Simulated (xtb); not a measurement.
**CH5SeSn (SMILES [CH3][SnH][SeH]): GFN2-xTB**

Aim: a geometry optimisation of CH5SeSn. 

The results are computed with xtb 6.7.1.

4 further runs of the same task are left out: 4 set aside as unsound or not needed.

### Step 1. The structure to begin with

CH5SeSn has 8 atoms, charge 0, and is taken as a doublet. SMILES: `[CH3][SnH][SeH]`. Geometry: a rough force-field guess. This is one conformer, not always the lowest. The run starts from this shape.

Bond lengths: C1–Sn2 2.078 Å, Sn2–Se3 2.535 Å, C1–H4 1.133 Å, C1–H5 1.120 Å, C1–H6 1.160 Å, Sn2–H7 1.743 Å, Se3–H8 1.466 Å. Angles: C1–Sn2–Se3 108.1°, C1–Sn2–H7 110.3°, Se3–Sn2–H7 109.2°, Sn2–C1–H4 109.5°, Sn2–C1–H5 112.6°, Sn2–C1–H6 111.9°, Sn2–Se3–H8 91.2°, H4–C1–H5 111.9°, H4–C1–H6 104.8°, H5–C1–H6 105.8°.

### Step 2. A geometry optimisation at GFN2-xTB

xcontrol

```
$chrg 0
$spin 1
$end
```

struc.xyz

```xyz
8
CH5SeSn
C     -0.64770000     0.99150000    -0.28120000
Sn     1.13650000    -0.06810000    -0.38210000
Se     1.35910000    -1.43810000     1.73870000
H     -0.60240000     1.72780000     0.57920000
H     -1.54320000     0.32230000    -0.21060000
H     -0.81630000     1.64660000    -1.22330000
H      1.12850000    -1.13740000    -1.75880000
H      0.07770000    -2.10170000     1.48220000
```

Launch:

```bash
$ xtb struc.xyz --json --input xcontrol --opt --gfn2 --parallel 1 | tee run.log
```

**Question.** What will come out? Wanted: total energy at the end; dipole moment; HOMO energy; LUMO energy; dispersion energy; mean polarisability.

Answer, from the run:

Level: GFN2-xTB.

| quantity | value |
| --- | --- |
| total energy at the end | -9.95931 Eh |
| dipole moment | 2.77 D |
| HOMO energy (partly filled) | -10.09 eV |
| LUMO energy | -5.41 eV |
| dispersion energy | -12.44 kJ/mol |
| mean polarisability (D4 model) | 86.1 bohr³ |

What this shows: At the final geometry: Bond lengths: C1–Sn2 2.272 Å, Sn2–Se3 2.600 Å, C1–H4 1.085 Å, C1–H5 1.084 Å, C1–H6 1.084 Å, Sn2–H7 1.814 Å, Se3–H8 1.435 Å. Angles: C1–Sn2–Se3 98.8°, C1–Sn2–H7 103.3°, Se3–Sn2–H7 95.4°, Sn2–C1–H4 109.7°, Sn2–C1–H5 106.7°, Sn2–C1–H6 110.2°, Sn2–Se3–H8 97.2°, H4–C1–H5 110.1°, H4–C1–H6 110.0°, H5–C1–H6 110.1°. The optimisation took 35 steps and changed the energy by -0.640 eV.
